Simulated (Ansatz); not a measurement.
# CH3OSSi (charge -1): two geometries relaxed

Method: RKS PBE-D4/def2-SVP, in Ansatz 0.2.0.

## (1) The structure to begin with

Bond lengths: C1–Si2 1.764 Å, Si2–O3 1.527 Å, Si2–S4 2.265 Å, C1–H5 1.083 Å, C1–H6 1.080 Å, S4–H7 1.323 Å. Angles: C1–Si2–O3 144.3°, C1–Si2–S4 106.2°, O3–Si2–S4 108.9°, Si2–C1–H5 119.5°, Si2–C1–H6 121.3°, H5–C1–H6 114.6°, Si2–S4–H7 92.2°.

As a file:

```xyz
7

C    -0.7002    1.0571    0.7212
Si    0.4847   -0.1702    0.2732
O     1.8690   -0.7313    0.5907
S    -0.2389   -1.0654   -1.6780
H    -0.6401    1.5268    1.6950
H    -1.6811    1.0814    0.2706
H     0.9066   -1.6983   -1.8727
```

## (2) End point A

Input file input.yaml:

```yaml
crystal:
  periodic: [false, false, false]
  atoms:
    - { symbol: C, position_ang: [-0.70017, 1.05706, 0.72118] }
    - { symbol: Si, position_ang: [0.48473, -0.17017, 0.27317] }
    - { symbol: O, position_ang: [1.86902, -0.73134, 0.59071] }
    - { symbol: S, position_ang: [-0.23892, -1.0654, -1.67798] }
    - { symbol: H, position_ang: [-0.64015, 1.52682, 1.69503] }
    - { symbol: H, position_ang: [-1.68112, 1.08137, 0.27058] }
    - { symbol: H, position_ang: [0.90662, -1.69833, -1.87268] }
total_charge: -1
basis:
  gaussian: { orbitals: def2-SVP }
hamiltonian:
  xc: pbe
  dispersion: d4
relax:
  f_tol: 0.02
  max_steps: 50
```

Command:

```bash
$ ansatz run input.yaml --threads 1 --pin off --max-ram 2048MiB --backend cpu --events-out ev --progress --plain --runs-dir out
```

**Question.** How long does this run take on 1 thread of an x86-64 CPU, shared host, and how much memory does it need?

About 16 s, with a peak of 0.17 GiB.
